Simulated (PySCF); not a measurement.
# C3H7FGeO2: the cost of one run

Programs: PySCF 2.14.0, with density-fitted response routines of our own. Each step states its level of theory. These are calculated values for one molecule in the gas phase, unless marked as measured. Atoms are numbered from 0 throughout.

### Step 1. Starting geometry

14 atoms, charge 0, multiplicity 1; geometry from: GFN2-xTB.

Bonds of the start (Å): F0–C1 1.37, C1–Ge2 2.01, Ge2–C3 2.02, C3–O4 1.40, O4–C5 1.40, C5–O6 1.39, O6–Ge2 1.80, C1–H7 1.09, C1–H8 1.09, Ge2–H9 1.52, C3–H10 1.09, C3–H11 1.10, C5–H12 1.10, C5–H13 1.09.

### Step 2. Ultraviolet spectrum: wB97X-D/def2-SVPD

The job: settings as JSON, then the geometry in Å.

```
{"job": {"kind": "uv", "xc": "wB97X-D", "basis": "def2-SVPD", "nstates": 8, "ntriplets": 3}, "charge": 0, "multiplicity": 1}
F      3.317252    -0.089943     0.008807
C      2.181336     0.593540     0.365288
Ge     0.599690    -0.185220    -0.597345
C     -0.789919    -1.340061     0.309554
O     -1.647773    -0.360872     0.836698
C     -1.830824     0.673149    -0.085760
O     -0.613247     1.142011    -0.573889
H      2.321217     1.638321     0.076854
H      2.083425     0.521175     1.451513
H      0.920629    -0.481562    -2.056000
H     -0.437168    -1.950929     1.138060
H     -1.305660    -1.973127    -0.425662
H     -2.466213     0.330095    -0.919734
H     -2.333423     1.482950     0.449449
```

With the program's defaults for keys left out, this is: TDDFT wB97X-D/def2-SVPD, vertical, gas phase, core orbitals frozen in the response.

Launch:

```
> OMP_NUM_THREADS=1 python probes_run.py task.json out
```

The driver reads the jobs from task.json and runs them one after another.

**Question.** How long does this job take on 1 thread of Arm Neoverse V1, shared host, and how much memory does it need?

About 68 s, with a peak of 0.95 GiB.
